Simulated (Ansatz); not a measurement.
# SrCoS2 (element-swapped structure): how the settings move a single-point run

How sensitive is a single-point run of SrCoS2 (element-swapped structure) to its settings? A reference run comes first, then three runs with altered input.

Method: reference: DFT r2SCAN, plane waves, PAW, scalar-relativistic, no spin polarisation, in Ansatz 0.2.0.

**1. The system as given**

It takes space group Cmme (No. 67, orthorhombic). Conventional cell: a = 6.330 Å, b = 6.381 Å, c = 8.786 Å, α = 90.00°, β = 90.00°, γ = 90.00°. Sr (site symmetry mm2) is surrounded by 9 S at 3.06 to 3.48 Å and 1 Co at 3.47 Å. Co (site symmetry mm2) has 5 S at 2.25 to 2.39 Å as nearest neighbours. Around S (site symmetry mm2) lie 1 Co at 2.25 Å and 5 Sr at 3.06 to 3.22 Å. Around S (site symmetry 222) lie 4 Co at 2.39 Å.

As a file:

```cif
data_structure
_symmetry_space_group_name_H-M 'Cmme'
_symmetry_Int_Tables_number 67
_cell_length_a 6.3302
_cell_length_b 6.3806
_cell_length_c 8.7864
_cell_angle_alpha 90.000
_cell_angle_beta 90.000
_cell_angle_gamma 90.000
_cell_volume 354.89
loop_
_atom_site_label
_atom_site_type_symbol
_atom_site_symmetry_multiplicity
_atom_site_Wyckoff_symbol
_atom_site_fract_x
_atom_site_fract_y
_atom_site_fract_z
_atom_site_occupancy
Sr1 Sr 4 g 0.50000 0.75000 0.19810 1
Co1 Co 4 g 0.50000 0.75000 0.59320 1
S1 S 4 g 0.50000 0.75000 0.84960 1
S2 S 4 b 0.75000 0.00000 0.50000 1
```

**2. Reference**

Input file input.yaml:

```yaml
crystal:
  lattice:
    - [3.165113, 3.190321, 0.0]
    - [3.165113, -3.190321, 0.0]
    - [0.0, 0.0, -8.786428]
  atoms:
    - { symbol: Sr, position: [0.25, 0.75, 0.8019] }
    - { symbol: Sr, position: [0.75, 0.25, 0.1981] }
    - { symbol: Co, position: [0.25, 0.75, 0.4068] }
    - { symbol: Co, position: [0.75, 0.25, 0.5932] }
    - { symbol: S, position: [0.25, 0.75, 0.1504] }
    - { symbol: S, position: [0.75, 0.25, 0.8496] }
    - { symbol: S, position: [0.75, 0.75, 0.5] }
    - { symbol: S, position: [0.25, 0.25, 0.5] }
  symmetry: { tolerance: 0.0003 }
kpoints:
  mp_grid: { grid: [4, 4, 2], shift: [0, 0, 0] }
magnetization:
  spin_polarized: false
scf:
  occupations: { method: fermi_dirac }
hamiltonian:
  pseudopotentials: { kind: paw }
  xc: r2scan
basis:
  ecutwfc: 500
output:
  forces: true
  stress: true
  eigenvalues: true
  write_density: true
  write_potential: true
  elf: true
  volumetric_format: npy
```

Launch:

```bash
ansatz run input.yaml --threads 1 --pin off --max-ram 2560MiB --backend cpu --events-out ev --progress --plain --runs-dir out
```

**3. Variant: chi_scale 0.0**

Edit input.yaml of step 2 so:

```diff
@@ -21,2 +21,3 @@
   occupations: { method: fermi_dirac }
+  initial_density: { chi_scale: 0.0 }
 hamiltonian:
@@ -30,5 +31 @@
   eigenvalues: true
-  write_density: true
-  write_potential: true
-  elf: true
-  volumetric_format: npy
```

**4. Again, with occupations.method methfessel_paxton, occupations.width 0.05, n_extra_bands 4**

Edit input.yaml of step 2 so:

```diff
@@ -20,3 +20,4 @@
 scf:
-  occupations: { method: fermi_dirac }
+  occupations: { method: methfessel_paxton, width: 0.05 }
+  n_extra_bands: 4
 hamiltonian:
@@ -30,5 +31 @@
   eigenvalues: true
-  write_density: true
-  write_potential: true
-  elf: true
-  volumetric_format: npy
```

**5. Again, with hubbard.sites [{species: Co, l: d, u_eff: 1.0}], hubbard.double_counting amf**

Edit input.yaml of step 2 so:

```diff
@@ -24,2 +24,3 @@
   xc: r2scan
+  hubbard: { sites: [{ species: Co, l: d, u_eff: 1.0 }], double_counting: amf }
 basis:
@@ -30,5 +31 @@
   eigenvalues: true
-  write_density: true
-  write_potential: true
-  elf: true
-  volumetric_format: npy
```

Before running it: what results should come out? Wanted: for each run, ending; energy change; pressure; gap; force.

As calculated:

```tsv
run	ending	energy change	pressure (GPa)	gap (eV)	force (eV/Å)	cycles	time
reference	converged	0	-8.6	0.00	0.60	8	29 s
1: chi_scale 0.0	converged	0.0 meV/atom	-8.6	0.00	0.60	14	28 s
2: occupations.method methfessel_paxton, occupations.width 0.05, n_extra_bands 4	converged	+2.3 meV/atom (σ→0)	-8.8	0.00	0.37	11	28 s
3: hubbard.sites [{species: Co, l: d, u_eff: 1.0}], hubbard.double_counting amf	converged	-40.3 meV/atom (U changed: no physical gain or loss)	-8.0	0.00	1.02	14	32 s
```

Times don't compare one to one where runs were asked for different outputs or read a saved state (see the inputs); cycles may leave out searches for a lower state.

Residual by cycle in the longest SCF loop of each run; runs are numbered as in the table. The quantity is the density residual dr2, in eV.

```tsv
cycle	reference	run 1	run 2	run 3
1	0.162	19.7	0.211	31.1
2	0.0317	27.6	0.0946	72.5
3	0.00733	2.99	0.0063	2.09
5	7.7e-5	0.0659	0.00201	0.558
6	8.7e-6	0.0244	4.7e-4	0.0765
7	1.0e-6	0.00481	1.3e-4	0.0243
8	7.9e-8	0.00454	3.0e-5	0.0084
9	-	6.9e-4	1.7e-6	0.00119
10	-	4.4e-5	4.3e-7	1.4e-5
12	-	3.1e-6	-	1.0e-5
13	-	3.8e-7	-	5.5e-7
14	-	2.6e-8	-	3.1e-8
```

The pressure spans -8.8 to -8.6 GPa over the reference and the converged variants that are taken as comparable (the table has all). A changed U is a change of model: its shifts are not errors of convergence. The reference has no spin polarisation; with Co present, a magnetic state may lie lower.

The reference has limits of its own: its mesh is coarse for a cell with so small a gap or none; the structure is made up and not relaxed.
